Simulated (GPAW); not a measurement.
Write an ASE script for GPAW 26.7.0 that does the following.

```yaml
Task: band structure
Functional: PBEsol
Potentials_or_basis: PAW data sets generated in the run's folder for this functional
Cutoff: 600 eV
Basis: pw
k_mesh: 6 × 6 × 6
Occupations: fermi-dirac, width 0.05 eV
Spin: no spin polarisation
Maxiter: 150
Band_path: GXMGRX,MR
Band_points: 60
```

The system is Sn3Te.

```
Te Sn
1.0
     4.86562    0.00000    0.00000
     0.00000    4.86562    0.00000
     0.00000    0.00000    4.86562
Te Sn
1 3
Direct
  0.00000 0.00000 0.00000
  0.00000 0.50000 0.50000
  0.50000 0.00000 0.50000
  0.50000 0.50000 0.00000
```

The cell comes from a database or a generator and needn't be the stable form of this composition.

These files were run (other wordings do the same):

run.py

```python
from ase import Atoms
from ase.dft.bandgap import bandgap
from ase.io import write
from ase.units import GPa
from gpaw import GPAW, PW, setup_paths

setup_paths.insert(0, '.')

atoms = Atoms(['Te', 'Sn', 'Sn', 'Sn'],
              cell=[[4.865622, 0.0, 0.0],
                    [0.0, 4.865622, 0.0],
                    [0.0, 0.0, 4.865622]],
              scaled_positions=[[0.0, 0.0, 0.0],
                                [0.0, 0.5, 0.5],
                                [0.5, 0.0, 0.5],
                                [0.5, 0.5, 0.0]],
              pbc=True)

calc = GPAW(mode=PW(600),
            xc='PBEsol',
            kpts={'size': (6, 6, 6), 'gamma': True},
            occupations={'name': 'fermi-dirac', 'width': 0.05},
            nbands=38,
            convergence={'density': 1e-05, 'energy': 1e-05},
            maxiter=150,
            txt='gpaw.txt')
atoms.calc = calc
energy = atoms.get_potential_energy()
forces = atoms.get_forces()
stress = atoms.get_stress()
calc.write('gs.gpw')
write('result.traj', atoms)
print(f'Energy: {energy:.6f} eV')
print('Forces (eV/A):')
print(forces.round(4))
print('Stress (GPa):', (stress / GPa).round(3))
print('Fermi level:', round(calc.get_fermi_level(), 4), 'eV')
print(f'Gap: {bandgap(calc)[0]:.4f} eV, direct: {bandgap(calc, direct=True)[0]:.4f} eV')

path = atoms.cell.bandpath('GXMGRX,MR', npoints=60, eps=1e-4)
bs_calc = calc.fixed_density(kpts=path, symmetry='off', nbands=60,
                             convergence={'bands': 'CBM+6.0', 'eigenstates': 1e-6}, txt='bands.txt')
bs = bs_calc.band_structure()
bs.write('bs.json')
print(f'Gap on the path: {bandgap(bs_calc)[0]:.4f} eV')
```

Potentials or basis: PAW data sets generated in the run's folder for this functional, pw.

Command:

```sh
$ gpaw-setup -f PBEsol Sn Te
$ OMP_NUM_THREADS=1 python run.py
```

It gave:

The pressure is -2.6 GPa and the band gap along the path is none (metal or under the smearing width).

Caveat: spin-orbit coupling is left out, which moves the levels of the heavy elements.

It took 3.8 min on 1 thread of Arm Neoverse V1 (shared host), peak memory 0.54 GiB.
